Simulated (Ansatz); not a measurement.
# C10H6O2: basis-set convergence

An exercise on one series of results from a longer session: the logs are not shown, and one member is left open.

Program: Ansatz 0.2.0, Gaussian basis. Level of theory: one geometry, several basis sets. These are calculated values, not measurements.

The runs, in order: PBE0-D4/def2-SVP; ωB97M-V/def2-SVP; PBE0-D4/def2-QZVPP; ωB97M-V/def2-QZVPP; the functionals' def2-TZVPP values are taken from earlier runs.

## The relaxed structure

All runs share one geometry, relaxed beforehand with PBE0-D4 in a triple-zeta def2 set.

18 atoms, charge 0, spin multiplicity 1.

Atoms are counted from 1 here; the program's logs count them from 0.

Bond lengths: O1–C2 1.213 Å, C2–C3 1.476 Å, C2–C12 1.483 Å, C3–C4 1.334 Å, C3–H13 1.085 Å, C4–C5 1.476 Å, C4–H14 1.085 Å, C5–O6 1.213 Å, C5–C7 1.483 Å, C7–C8 1.389 Å, C7–C12 1.397 Å, C8–C9 1.384 Å, C8–H15 1.083 Å, C9–C10 1.391 Å, C9–H16 1.084 Å, C10–C11 1.384 Å, C10–H17 1.084 Å, C11–C12 1.389 Å and more. Angles: O1–C2–C3 120.5°, O1–C2–C12 122.2°, C3–C2–C12 117.3°, C2–C3–C4 122.2°, C2–C3–H13 115.5°, C4–C3–H13 122.4°, C3–C4–C5 122.2°, C3–C4–H14 122.4°, C5–C4–H14 115.5°, C4–C5–O6 120.5°, C4–C5–C7 117.3°, O6–C5–C7 122.2°, C5–C7–C8 119.5°, C5–C7–C12 120.6°, C8–C7–C12 119.9°, C7–C8–C9 119.9°, C7–C8–H15 118.5°, C9–C8–H15 121.6° and more.

Coordinates:

```mol
C10H6O2
  3D, bonds by distance, orders not assigned

 18 19  0  0  0  0  0  0  0  0999 V2000
    2.0951   -2.0374   -0.3841 O   0  0
    1.3964   -1.0913   -0.6828 C   0  0
    1.5473   -0.4343   -1.9956 C   0  0
    0.7979    0.6079   -2.3582 C   0  0
   -0.2357    1.1782   -1.4726 C   0  0
   -0.9004    2.1270   -1.8337 O   0  0
   -0.4175    0.5448   -0.1442 C   0  0
   -1.3774    1.0442    0.7266 C   0  0
   -1.5535    0.4587    1.9681 C   0  0
   -0.7725   -0.6279    2.3460 C   0  0
    0.1856   -1.1302    1.4829 C   0  0
    0.3673   -0.5469    0.2356 C   0  0
    2.3078   -0.8563   -2.6436 H   0  0
    0.9058    1.0935   -3.3221 H   0  0
   -1.9732    1.8914    0.4091 H   0  0
   -2.3025    0.8485    2.6476 H   0  0
   -0.9143   -1.0831    3.3193 H   0  0
    0.8064   -1.9755    1.7541 H   0  0
  1  2  8  0
  2  3  8  0
  3  4  8  0
  4  5  8  0
  5  6  8  0
  5  7  8  0
  7  8  8  0
  8  9  8  0
  9 10  8  0
 10 11  8  0
 11 12  8  0
  3 13  8  0
  4 14  8  0
  8 15  8  0
  9 16  8  0
 10 17  8  0
 11 18  8  0
  2 12  8  0
  7 12  8  0
M  END
```

Set-up of the first run:

File in.yaml:

```yaml
crystal:
  periodic: [false, false, false]
  atoms:
    - {symbol: O, position_ang: [2.095058, -2.037444, -0.384124]}
    - {symbol: C, position_ang: [1.396404, -1.091319, -0.682791]}
    - {symbol: C, position_ang: [1.547283, -0.434306, -1.995578]}
    - {symbol: C, position_ang: [0.797897, 0.607913, -2.358214]}
    - {symbol: C, position_ang: [-0.235696, 1.178181, -1.472594]}
    - {symbol: O, position_ang: [-0.900407, 2.126979, -1.833728]}
    - {symbol: C, position_ang: [-0.417520, 0.544828, -0.144221]}
    - {symbol: C, position_ang: [-1.377371, 1.044247, 0.726563]}
    - {symbol: C, position_ang: [-1.553535, 0.458717, 1.968068]}
    - {symbol: C, position_ang: [-0.772513, -0.627924, 2.345989]}
    - {symbol: C, position_ang: [0.185599, -1.130170, 1.482872]}
    - {symbol: C, position_ang: [0.367329, -0.546902, 0.235563]}
    - {symbol: H, position_ang: [2.307829, -0.856284, -2.643622]}
    - {symbol: H, position_ang: [0.905826, 1.093487, -3.322078]}
    - {symbol: H, position_ang: [-1.973233, 1.891436, 0.409081]}
    - {symbol: H, position_ang: [-2.302541, 0.848516, 2.647563]}
    - {symbol: H, position_ang: [-0.914275, -1.083120, 3.319318]}
    - {symbol: H, position_ang: [0.806366, -1.975539, 1.754132]}
basis:
  gaussian: {orbitals: def2-SVP}
hamiltonian: {xc: pbe0, dispersion: d4}
output: {orbitals: {seedname: orbitals}}
```

Started as:

```
> ansatz run in.yaml --threads 5 --pin off --events-out ev --progress --plain --max-ram 66560MiB --backend cpu
```

Among the steps run: PBE0-D4 in def2-SVP; ωB97M-V in def2-SVP; PBE0-D4 in def2-QZVPP; ωB97M-V in def2-QZVPP.

One of the session's tables, all rows but one given; the rest of the session is left out.

It belongs to the step «Density functionals: the series». 

```
functional       basis  HOMO (eV)  LUMO (eV)
   PBE0-D4    def2-SVP      -7.66      -3.22
   PBE0-D4  def2-TZVPP      -7.74      -3.29
   PBE0-D4  def2-QZVPP      -7.77      -3.32
   ωB97M-V    def2-SVP      -9.98      -1.13
   ωB97M-V  def2-TZVPP          ?          ?
   ωB97M-V  def2-QZVPP     -10.03      -1.28
```

Estimate the missing values for ωB97M-V, def2-TZVPP.

As computed: HOMO (eV): -10.02; LUMO (eV): -1.25. In the column «HOMO (eV)» it lies between ωB97M-V, def2-QZVPP (-10.03) and ωB97M-V, def2-SVP (-9.98).
